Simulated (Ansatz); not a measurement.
Task: a single point from an input written key by key of C2HNSe, SMILES N=C=C=[Se], with Ansatz 0.2.0, Python API. Give the script and its output. Use: MP2, def2-SVP basis, multiplicity 1.

```yaml
atoms:
  - { symbol: N, position_ang: [0.7529, 1.2257, 0.5205] }
  - { symbol: C, position_ang: [0.1931, 0.1487, 0.1886] }
  - { symbol: C, position_ang: [-0.3483, -0.9767, -0.1466] }
  - { symbol: Se, position_ang: [-0.9666, -2.6018, -0.5903] }
  - { symbol: H, position_ang: [0.4189, 2.1304, -0.0136] }
```

`deck_c2hnse.py`
```python
# -*- coding: utf-8 -*-
"""C2HNSe through the session interface."""

import ansatz as az
import numpy as np
import pandas as pd


def main():
    deck = {
        "crystal": {
            "periodic": [False, False, False],
            "atoms": [
                {"symbol": "N", "position_ang": [0.7529, 1.2257, 0.5205]},
                {"symbol": "C", "position_ang": [0.1931, 0.1487, 0.1886]},
                {"symbol": "C", "position_ang": [-0.3483, -0.9767, -0.1466]},
                {"symbol": "Se", "position_ang": [-0.9666, -2.6018, -0.5903]},
                {"symbol": "H", "position_ang": [0.4189, 2.1304, -0.0136]},
            ],
        },
        "basis": {"gaussian": {"orbitals": "def2-SVP"}},
        "correlation": {"method": "mp2", "electrons": "all"},
        "output": {"forces": True},
    }
    session = az.Session.from_dict(deck)
    report = session.plan(threads=1).execute().report

    for key in ("converged", "free_energy_ev", "reference_energy_ev", "n_frozen", "n_occupied", "n_virtual"):
        print(f"{key:22s} {report[key]}")
    symbols = ["N", "C", "C", "Se", "H"]
    parts = report["correlation"]
    for name in ("random_phase", "coupled_cluster", "perturbative"):
        if name in parts:
            print(f"{name:16s} {parts[name]['energy']['hartree']:12.7f} Ha")
    if "second_order" in parts:
        pair = parts["second_order"]
        print(f"MP2 same spin {pair['same_spin']['hartree']:.7f} Ha, opposite spin {pair['opposite_spin']['hartree']:.7f} Ha")
    state = report["mean_field"]["state"]
    print(f"mean field: {state['energy']['hartree']:.7f} Ha, <S^2> = {abs(state['spin_squared']):.4f}, stability: {state.get('stability', {}).get('kind')}")

    forces = np.array(report["forces_ev_ang"])
    print("largest force", round(float(np.linalg.norm(forces, axis=1).max()), 4), "eV/A, rms", round(float(np.sqrt((forces ** 2).mean())), 4))
    charges = report["charge_distribution"]
    table = pd.DataFrame({"atom": symbols, "mulliken": charges["mulliken_charges_e"], "lowdin": charges["lowdin_charges_e"]})
    print(table.round(3).to_string())
    print("dipole (e A):", np.round(charges["dipole_moment_e_ang"], 4) + 0.0)


if __name__ == "__main__":
    main()
```

```console
$ python deck_c2hnse.py
converged              True
free_energy_ev         -68865.86020091904
reference_energy_ev    -68846.90221375845
n_frozen               0
n_occupied             [27, 27]
n_virtual              [52, 52]
MP2 same spin -0.2004453 Ha, opposite spin -0.4962478 Ha
mean field: -2530.0769902 Ha, <S^2> = 0.0000, stability: minimum
largest force 2.5594 eV/A, rms 1.2011
  atom  mulliken  lowdin
0    N    -0.131   0.117
1    C    -0.053  -0.182
2    C    -0.111  -0.262
3   Se     0.111   0.252
4    H     0.184   0.075
dipole (e A): [-0.166   0.1558 -0.2094]
```

Reading the output:
- The settings weren't tested for convergence.
- The geometry is a force-field or estimated start, not a minimum of this method, and the basis set is short of its limit.
- The Löwdin charges here are taken after orthogonalising the functions within each atom; they differ from plain Löwdin charges, and their signs can be unphysical.
- Finished in 6.8 s on 1 thread of Intel(R) Xeon(R) Platinum 8259CL CPU @ 2.50GHz (Skylake/Cascade Lake), on a shared host, peak memory 0.3 GiB.
